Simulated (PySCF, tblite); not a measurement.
# C3H11NSi: a rotation path, then NMR shifts on frames, part 1 of 2

How do NMR shifts of C3H11NSi (`C[SiH2]N(C)C`) change as the atoms move?

The runs use tblite 0.8.0 and PySCF 2.14.0, with density-fitted response routines of our own; the level of theory stands in each step. All values are computed, except where a source is named. Atoms are numbered from 0 throughout.

## 1. The molecule as given

16 atoms, charge 0, multiplicity 1; geometry from: GFN2-xTB.

Bonds of the start (Å): C0–Si1 1.89, Si1–N2 1.72, N2–C3 1.44, N2–C4 1.44, C0–H5 1.08, C0–H6 1.09, C0–H7 1.09, Si1–H8 1.47, Si1–H9 1.48, C3–H10 1.09, C3–H11 1.10, C3–H12 1.09, C4–H13 1.10, C4–H14 1.09, C4–H15 1.09.

## 2. The rotation path with GFN2-xTB

The job: settings as JSON, then the geometry in Å.

```
{"job": {"kind": "neb", "xc": "GFN2-xTB", "basis": "xTB", "atoms": [0, 1, 2, 3], "turn": 120}, "charge": 0, "multiplicity": 1}
C      2.244120    -0.099489    -0.503317
Si     0.873089    -0.447308     0.756170
N     -0.644202    -0.120112     0.011323
C     -0.862564     1.018122    -0.846802
C     -1.865057    -0.570080     0.628871
H      3.169442    -0.558853    -0.171880
H      2.436013     0.962892    -0.619892
H      2.006179    -0.506627    -1.481224
H      0.818003    -1.871373     1.105912
H      1.161478     0.330703     1.979847
H      0.069118     1.308110    -1.323427
H     -1.254641     1.879193    -0.290128
H     -1.589752     0.761926    -1.623831
H     -2.292913     0.192262     1.291886
H     -2.606051    -0.807173    -0.140230
H     -1.669861    -1.463249     1.215310
```

With the program's defaults for keys left out, this is: GFN2-xTB climbing-image nudged elastic band, gas phase.

Launch:

```sh
$ OMP_NUM_THREADS=1 python probes_run.py task.json out
```

One launch serves the whole session: the jobs run in the order shown.

What it wrote:

```text
image   E - E0 / eV
  0       0.0000
  1       0.0092
  2       0.0370
  3       0.0636
  4       0.0785
  5       0.0806
  6       0.0714
  7       0.0631
  8       0.0536
```

Wall time 2 s (1 thread of Arm Neoverse V2, shared host); peak memory 0.18 GiB.

The final band, with the dihedral C0–Si1–N2–C3:

```tsv
image	dihedral (°)	energy (eV)	energy (kcal/mol)
0	-41	0.000	0.0
1	-24	0.009	0.2
2	-4	0.037	0.9
3	16	0.064	1.5
4	31	0.078	1.8
5	43	0.081	1.9
6	54	0.071	1.6
7	66	0.063	1.5
8	81	0.054	1.2
```

## 3. Nuclear shieldings: image 0, PBE0/pcSseg-1

The job: settings as JSON, then the geometry in Å.

```
{"job": {"kind": "nmr", "xc": "PBE0", "basis": "pcSseg-1", "pop": false}, "charge": 0, "multiplicity": 1}
C      2.244100    -0.099500    -0.503300
Si     0.873100    -0.447300     0.756200
N     -0.644200    -0.120100     0.011300
C     -0.862600     1.018100    -0.846800
C     -1.865100    -0.570100     0.628900
H      3.169400    -0.558900    -0.171900
H      2.436000     0.962900    -0.619900
H      2.006200    -0.506600    -1.481200
H      0.818000    -1.871400     1.105900
H      1.161500     0.330700     1.979800
H      0.069100     1.308100    -1.323400
H     -1.254600     1.879200    -0.290100
H     -1.589800     0.761900    -1.623800
H     -2.292900     0.192300     1.291900
H     -2.606100    -0.807200    -0.140200
H     -1.669900    -1.463200     1.215300
```

With the program's defaults for keys left out, this is: GIAO PBE0/pcSseg-1 NMR shielding, non-relativistic, gas phase.

What it wrote:

```text
coarse grid: 12768 points
cycle   1  E = -464.7500660746  dE =  2.431e-01  |g| = 4.287e-01  |ddm| = 3.323e+00
cycle   2  E = -464.7287875040  dE =  2.128e-02  |g| = 5.269e-01  |ddm| = 9.451e-01
cycle   3  E = -464.7955233028  dE = -6.674e-02  |g| = 6.869e-02  |ddm| = 5.835e-01
cycle   4  E = -464.7963303352  dE = -8.070e-04  |g| = 2.666e-02  |ddm| = 7.308e-02
cycle   5  E = -464.7964843416  dE = -1.540e-04  |g| = 4.092e-03  |ddm| = 2.345e-02
cycle   6  E = -464.7964880921  dE = -3.750e-06  |g| = 9.601e-04  |ddm| = 4.518e-03
final grid: 115640 points
cycle   7  E = -464.8234222187  dE = -2.571e-05  |g| = 7.874e-03  |ddm| = 2.066e-02
cycle   8  E = -464.8234154832  dE =  6.736e-06  |g| = 9.488e-03  |ddm| = 1.539e-02
cycle   9  E = -464.8234377661  dE = -2.228e-05  |g| = 9.263e-04  |ddm| = 8.900e-03
cycle  10  E = -464.8234379305  dE = -1.645e-07  |g| = 2.046e-04  |ddm| = 8.804e-04
cycle  11  E = -464.8234379387  dE = -8.178e-09  |g| = 4.019e-05  |ddm| = 1.807e-04
cycle  12  E = -464.8234379390  dE = -3.365e-10  |g| = 1.462e-05  |ddm| = 5.237e-05
converged SCF energy = -464.8234379390

GIAO shielding tensors (ppm)
atom      isotropic    diamagn.    paramagn.     s11        s22        s33       span
  0 C      191.636     254.694     -63.059    182.067    193.873    198.967     16.900
  1 Si     377.643     882.156    -504.513    320.359    364.697    447.872    127.513
  2 N      251.780     327.407     -75.627    224.816    255.205    275.319     50.503
  3 C      147.233     246.222     -98.989    123.547    133.231    184.922     61.375
  4 C      144.444     244.091     -99.647    121.101    126.155    186.077     64.976
  5 H       31.717      29.410       2.307     27.431     28.069     39.652     12.221
  6 H       31.265      31.742      -0.477     26.975     29.358     37.462     10.487
  7 H       31.518      32.195      -0.677     27.077     29.493     37.983     10.906
  8 H       27.087      31.258      -4.171     23.453     25.792     32.015      8.562
  9 H       26.857      30.473      -3.616     23.216     25.065     32.291      9.074
 10 H       28.995      32.217      -3.222     23.336     29.735     33.913     10.577
 11 H       29.432      30.259      -0.827     25.248     26.873     36.176     10.929
 12 H       29.317      30.309      -0.992     25.183     26.674     36.094     10.912
 13 H       29.243      29.068       0.175     24.831     26.907     35.991     11.160
 14 H       29.165      29.238      -0.073     24.770     26.631     36.093     11.323
 15 H       28.835      29.959      -1.124     24.305     27.195     35.006     10.701
```

Run time: 11 s. Hardware: 1 thread of Arm Neoverse V2, shared host; peak memory 0.71 GiB.

The references, computed at this level on geometries of the same kind, shield at (ppm): ¹H TMS 31.72, ¹³C TMS 186.9, ²⁹Si TMS 349.2, ¹⁵N NH3 267.7. Their shielding less the atom's gives the shift. The references are single molecules in the gas phase, so shifts against H2O, NH3, PH3, H3PO4 or CFCl3 are not on the usual liquid scales and can be off by tens of ppm. Each atom is listed at this fixed geometry, with no averaging over motion; a spectrum would average atoms that exchange fast.

```tsv
atoms	environment	σ (ppm)	δ (ppm)
C4	methyl carbon bonded to N	144.4	42.5
C3	methyl carbon bonded to N	147.2	39.7
C0	methyl carbon bonded to Si	191.6	-4.7
H9	hydrogen on a silicon bonded to C, N	26.86	4.86
H8	hydrogen on a silicon bonded to C, N	27.09	4.63
H15	hydrogen on a methyl carbon bonded to N	28.84	2.88
H10	hydrogen on a methyl carbon bonded to N	28.99	2.72
H14	hydrogen on a methyl carbon bonded to N	29.16	2.55
H13	hydrogen on a methyl carbon bonded to N	29.24	2.47
H12	hydrogen on a methyl carbon bonded to N	29.32	2.40
H11	hydrogen on a methyl carbon bonded to N	29.43	2.28
H6	hydrogen on a methyl carbon bonded to Si	31.26	0.45
H7	hydrogen on a methyl carbon bonded to Si	31.52	0.20
H5	hydrogen on a methyl carbon bonded to Si	31.72	0.00
Si1	silicon bonded to C, N, 2 H	377.6	-28.5
N2	nitrogen bonded to 2 C, Si	251.8	15.9
```

## 4. NMR shieldings: image 2, PBE0/pcSseg-1

The job: settings as JSON, then the geometry in Å.

```
{"job": {"kind": "nmr", "xc": "PBE0", "basis": "pcSseg-1", "pop": false}, "charge": 0, "multiplicity": 1}
C      2.249600     0.109000    -0.370300
Si     0.850100    -0.674700     0.635300
N     -0.669800    -0.153500     0.020700
C     -0.861900     0.807300    -1.035400
C     -1.860800    -0.359300     0.802300
H      3.195300    -0.346600    -0.098700
H      2.332300     1.174400    -0.178200
H      2.118500    -0.029100    -1.438300
H      0.899200    -2.143300     0.536600
H      1.036100    -0.299600     2.049900
H      0.026200     0.866400    -1.656400
H     -1.082000     1.807200    -0.640900
H     -1.704200     0.499100    -1.664200
H     -2.141700     0.546300     1.355100
H     -2.700800    -0.632800     0.156200
H     -1.693600    -1.162000     1.515000
```

Method: GIAO PBE0/pcSseg-1 NMR shielding, non-relativistic, gas phase.

What it wrote:

```text
coarse grid: 12768 points
cycle   1  E = -464.7482125007  dE =  2.476e-01  |g| = 4.289e-01  |ddm| = 3.332e+00
cycle   2  E = -464.7271339599  dE =  2.108e-02  |g| = 5.275e-01  |ddm| = 9.489e-01
cycle   3  E = -464.7936519396  dE = -6.652e-02  |g| = 6.586e-02  |ddm| = 5.811e-01
cycle   4  E = -464.7943827177  dE = -7.308e-04  |g| = 2.637e-02  |ddm| = 7.172e-02
cycle   5  E = -464.7945333034  dE = -1.506e-04  |g| = 4.011e-03  |ddm| = 2.336e-02
cycle   6  E = -464.7945368972  dE = -3.594e-06  |g| = 9.121e-04  |ddm| = 4.449e-03
final grid: 115640 points
cycle   7  E = -464.8216124267  dE = -2.697e-05  |g| = 7.855e-03  |ddm| = 2.172e-02
cycle   8  E = -464.8216060499  dE =  6.377e-06  |g| = 9.384e-03  |ddm| = 1.520e-02
cycle   9  E = -464.8216278112  dE = -2.176e-05  |g| = 8.793e-04  |ddm| = 8.732e-03
cycle  10  E = -464.8216279583  dE = -1.472e-07  |g| = 2.094e-04  |ddm| = 8.759e-04
cycle  11  E = -464.8216279669  dE = -8.605e-09  |g| = 3.975e-05  |ddm| = 1.872e-04
cycle  12  E = -464.8216279673  dE = -3.449e-10  |g| = 1.404e-05  |ddm| = 5.363e-05
converged SCF energy = -464.8216279673

GIAO shielding tensors (ppm)
atom      isotropic    diamagn.    paramagn.     s11        s22        s33       span
  0 C      192.552     254.704     -62.151    187.517    189.768    200.372     12.855
  1 Si     381.250     882.092    -500.842    333.698    362.765    447.287    113.589
  2 N      265.195     328.439     -63.243    225.111    265.984    304.490     79.378
  3 C      147.052     245.863     -98.810    124.262    131.915    184.979     60.717
  4 C      145.712     243.960     -98.248    120.067    131.772    185.298     65.231
  5 H       31.751      29.351       2.400     27.518     27.853     39.882     12.364
  6 H       31.411      31.921      -0.510     27.188     29.073     37.971     10.783
  7 H       31.379      32.217      -0.838     26.752     29.829     37.554     10.802
  8 H       26.828      30.632      -3.804     22.881     25.172     32.431      9.549
  9 H       26.849      30.705      -3.856     23.349     25.286     31.912      8.562
 10 H       28.921      32.247      -3.325     23.285     29.710     33.770     10.485
 11 H       29.303      30.583      -1.280     24.981     26.732     36.197     11.216
 12 H       29.399      30.203      -0.804     25.095     26.947     36.154     11.059
 13 H       29.140      29.245      -0.106     24.555     26.888     35.976     11.421
 14 H       29.326      29.088       0.237     24.986     26.765     36.225     11.239
 15 H       29.003      29.698      -0.695     24.387     27.125     35.496     11.110
```

Run time: 10 s. Hardware: 1 thread of Arm Neoverse V2, shared host; peak memory 0.73 GiB.

This run: δ C4 41.2, C3 39.9, C0 -5.6, Si1 -32.1, H8 4.89, H9 4.87 ppm.

(Continued in part 2 of 2.)
